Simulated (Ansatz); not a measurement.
**GaHF2: functionals against CCSD(T) at one geometry**

One table from this session's results is given with a row withheld; the runs are named, their logs left out.

The runs use Ansatz 0.2.0, Gaussian basis; single points in def2-TZVPP.

Cores are frozen in the correlated methods. Filled d shells of the heavier atoms are correlated.

## Starting geometry

SMILES `[F][GaH][F]`, 4 atoms, charge 0, spin multiplicity 1.

Atoms are counted from 1 here; the program's logs count them from 0.

Bond lengths: F1–Ga2 1.734 Å, Ga2–F3 1.726 Å, Ga2–H4 1.502 Å. Angles: F1–Ga2–F3 117.4°, F1–Ga2–H4 118.2°, F3–Ga2–H4 124.5°.

As a file:

```xyz
4

F    -1.0490   -0.4666    1.2362
Ga    0.0074   -0.0038   -0.0585
F     1.6915   -0.3285    0.1374
H    -0.5927    0.6804   -1.2533
```

Set-up of the first run:

run/in.yaml

```yaml
crystal:
  periodic: [false, false, false]
  atoms:
    - {symbol: F, position_ang: [-1.049000, -0.466600, 1.236200]}
    - {symbol: Ga, position_ang: [0.007400, -0.003800, -0.058500]}
    - {symbol: F, position_ang: [1.691500, -0.328500, 0.137400]}
    - {symbol: H, position_ang: [-0.592700, 0.680400, -1.253300]}
basis:
  gaussian: {orbitals: def2-TZVPP}
correlation: {method: ccsd_t}
output: {forces: true}
```

Launch:

```console
> ansatz run in.yaml --threads 4 --pin off --events-out ev --progress --plain --max-ram 5222MiB
```

Among the steps run: CCSD(T)/def2-TZVPP; PBE0-D4/def2-TZVPP; wB97M-V/def2-TZVPP; r2SCAN-D4/def2-TZVPP; PBE-D4/def2-TZVPP; B97M-V/def2-TZVPP; BLYP-D4/def2-TZVPP.

One of the session's tables, all rows but one given; the rest of the session is left out.

```
   method  RMS force component (eV/Å)  angle to CCSD(T) forces (°)  dipole (D)
  CCSD(T)                       0.222                    reference        2.06
  PBE0-D4                           ?                            ?           ?
  wB97M-V                       0.255                         18.1        2.12
r2SCAN-D4                       0.220                          8.2        2.06
   PBE-D4                       0.453                         30.4        2.00
   B97M-V                       0.214                         18.4        1.96
  BLYP-D4                       0.566                         37.4        2.02
```

**Question.** Estimate the row for PBE0-D4.

The run gave: RMS force component (eV/Å): 0.238; angle to CCSD(T) forces (°): 4.3; dipole (D): 2.13. In the column «RMS force component (eV/Å)» it lies between CCSD(T) (0.222) and wB97M-V (0.255).

Limits of these values: The reference is not at the basis limit: in triple zeta CCSD(T) underbinds, which counts against methods that bind more; the gaps are no ranking.
